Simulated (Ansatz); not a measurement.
# Ti (Ti, omega (AlB2-type)): the cost of one run

Computed with Ansatz 0.2.0 (DFT r2SCAN, plane waves (500 eV) with PAW, scalar-relativistic; PBE-made PAW files, unless a step says otherwise).

### 1 Starting point

The structure is hexagonal, space group P6/mmm (No. 191). The conventional cell has a = 4.638 Å, b = 4.638 Å, c = 2.843 Å, α = 90.00°, β = 90.00°, γ = 120.00°. Ti (site symmetry 6/mmm) is surrounded by 14 Ti at 2.84 to 3.03 Å. Ti (site symmetry -6m2) is surrounded by 11 Ti at 2.68 to 3.03 Å.

Coordinates:

```
CELL_PARAMETERS angstrom
4.63830 0.00000 0.00000
-2.31915 4.01689 0.00000
0.00000 0.00000 2.84328
ATOMIC_POSITIONS crystal
Ti 0.00000 0.00000 0.00000
Ti 0.33333 0.66667 0.50000
Ti 0.66667 0.33333 0.50000
```

### 2 Relaxation of the cell

input.yaml reads:

```yaml
crystal:
  lattice:
    - [4.6382998794, 0.0, 0.0]
    - [-2.3191499397, 4.0168855259, 0.0]
    - [0.0, 0.0, 2.8432778261]
  atoms:
    - { symbol: Ti, position: [0.0, 0.0, 0.0] }
    - { symbol: Ti, position: [0.3333333333, 0.6666666667, 0.5] }
    - { symbol: Ti, position: [0.6666666667, 0.3333333333, 0.5] }
hamiltonian:
  xc: r2scan
  pseudopotentials:
    kind: paw
    azcp:
      Ti: "pseudopotentials/Ti.paw.azcp"
basis:
  ecutwfc: 500
  fft_grid_basis: typed
kpoints:
  mp_grid: { grid: [8, 8, 11], shift: [0, 0, 0] }
magnetization:
  spin_polarized: false
scf:
  occupations: { method: fermi_dirac, width: 0.1 }
relax:
  max_steps: 60
  f_tol: 0.01
  cell: {}
```

The run is started by

```
$ ansatz run input.yaml --threads 1 --pin off --max-ram 3584MiB --backend cpu --events-out ev --progress --plain --runs-dir out
```

What time and memory should one allow on 1 thread of Intel Xeon Platinum 8259CL at 2.50GHz (Skylake/Cascade Lake), shared host?

About 60 s, with a peak of 0.71 GiB.
